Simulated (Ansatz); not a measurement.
# CH5AlN2Si: the cost of one run

Program: Ansatz 0.2.0. Level of theory: RKS PBE/6-31G. These are calculated values, not measurements.

### Step 1. The structure to begin with

Bond lengths: N1–Al2 1.850 Å, Al2–N3 1.906 Å, N3–C4 1.390 Å, Al2–Si5 2.049 Å, C4–Si5 1.851 Å, N1–H6 1.083 Å, N1–H7 1.059 Å, C4–H8 1.066 Å, Si5–H9 1.525 Å, Si5–H10 1.472 Å. Angles (14 of 16 angles, heavy atoms first): N1–Al2–N3 139.3°, N1–Al2–Si5 144.2°, N3–Al2–Si5 76.4°, Al2–N3–C4 102.9°, N3–C4–Si5 97.2°, Al2–Si5–C4 83.3°, Al2–N1–H6 110.0°, Al2–N1–H7 108.4°, N3–C4–H8 130.8°, Si5–C4–H8 131.6°, Al2–Si5–H9 115.2°, Al2–Si5–H10 116.4°, C4–Si5–H9 113.9°, C4–Si5–H10 110.9°.

Coordinates:

```xyz
10

N    -1.1178    1.6388   -1.6002
Al   -0.3373    0.2748   -0.6235
N    -0.1517   -1.6210   -0.6812
C     0.6882   -1.8830    0.3946
Si    0.8078   -0.1461    1.0225
H    -0.9963    2.5822   -1.0817
H    -2.1678    1.5063   -1.5782
H     1.0375   -2.8061    0.7961
H     0.1200    0.0743    2.3659
H     2.2004    0.3286    0.9887
```

### Step 2. Relaxing end A

The input, input.yaml:

```yaml
crystal:
  periodic: [false, false, false]
  atoms:
    - { symbol: "N", position_ang: [-1.1178, 1.6388, -1.6002] }
    - { symbol: Al, position_ang: [-0.3373, 0.2748, -0.6235] }
    - { symbol: "N", position_ang: [-0.1517, -1.621, -0.6812] }
    - { symbol: C, position_ang: [0.6882, -1.883, 0.3946] }
    - { symbol: Si, position_ang: [0.8078, -0.1461, 1.0225] }
    - { symbol: H, position_ang: [-0.9963, 2.5822, -1.0817] }
    - { symbol: H, position_ang: [-2.1678, 1.5063, -1.5782] }
    - { symbol: H, position_ang: [1.0375, -2.8061, 0.7961] }
    - { symbol: H, position_ang: [0.12, 0.0743, 2.3659] }
    - { symbol: H, position_ang: [2.2004, 0.3286, 0.9887] }
basis:
  gaussian: { orbitals: "6-31G" }
hamiltonian:
  xc: pbe
relax:
  f_tol: 0.02
  max_steps: 50
output:
  orbitals: {}
```

Launch:

```bash
$ ansatz run input.yaml --threads 1 --pin off --max-ram 2048MiB --backend cpu --events-out ev --progress --plain --runs-dir out
```

**Question.** How long does this run take on 1 thread of Intel Xeon 6975P-C (Granite Rapids), shared host, and how much memory does it need?

About 23 s, with a peak of 0.19 GiB.
